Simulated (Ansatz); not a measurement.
# CH6Sn: a nudged elastic band, and a look at its input

A nudged elastic band is wanted. The input is run as typed. The step meant is a 1,1-elimination at charge 0 and multiplicity 1, which changes C2–H3, Sn1–C2, Sn1–H3.

Method: PBE0-D4/def2-SVP; program: Ansatz 0.2.0, Gaussian basis.

### Step 1. The structure

| atom | x (Å) | y (Å) | z (Å) |
| --- | --- | --- | --- |
| Sn1 | -1.0709 | 0.9117 | 0.2718 |
| C2 | 1.0583 | 0.4833 | -0.0446 |
| H3 | -1.3212 | -1.5417 | 0.3453 |
| H4 | -1.4083 | -1.3816 | 1.0828 |
| H5 | -1.5444 | 0.2191 | -1.2961 |
| H6 | 1.4271 | 1.2227 | -0.7642 |
| H7 | 1.2302 | -0.5048 | -0.4729 |
| H8 | 1.6296 | 0.5912 | 0.8779 |

### Step 2. The run

Input file run/in.yaml:

```yaml
crystal:
  periodic: [false, false, false]
  atoms:
    - {symbol: Sn, position_ang: [-1.070929, 0.911721, 0.271837]}
    - {symbol: C, position_ang: [1.058259, 0.483261, -0.044635]}
    - {symbol: H, position_ang: [-1.321233, -1.541690, 0.345263]}
    - {symbol: H, position_ang: [-1.408300, -1.381641, 1.082787]}
    - {symbol: H, position_ang: [-1.544425, 0.219130, -1.296100]}
    - {symbol: H, position_ang: [1.427053, 1.222705, -0.764250]}
    - {symbol: H, position_ang: [1.230189, -0.504833, -0.472949]}
    - {symbol: H, position_ang: [1.629584, 0.591248, 0.877946]}
basis:
  gaussian: {orbitals: def2-SVP}
hamiltonian: {xc: pbe0, dispersion: d4}
neb:
  images: 5
  climbing: true
  max_iterations: 3
  initial_path: idpp
  final_atoms:
    - {symbol: Sn, position_ang: [-1.816617, 0.779911, 0.365124]}
    - {symbol: C, position_ang: [1.148211, -0.045352, 0.058639]}
    - {symbol: H, position_ang: [0.335072, -0.689522, 0.414760]}
    - {symbol: H, position_ang: [-2.081124, -0.933561, 0.742264]}
    - {symbol: H, position_ang: [-1.869075, 0.426397, -1.370929]}
    - {symbol: H, position_ang: [0.789659, 0.767133, -0.578290]}
    - {symbol: H, position_ang: [1.807745, -0.672323, -0.541291]}
    - {symbol: H, position_ang: [1.686329, 0.367216, 0.909623]}
```

Started as:

```console
$ ansatz run in.yaml --threads 2 --pin off --events-out ev --progress --plain --max-ram 4352MiB
```

What does the calculation give? Wanted: this run.

As calculated:

| quantity | value |
| --- | --- |
| this run | not converged |
| fault | too few iterations |

Three iterations were allowed, too few to relax the band.
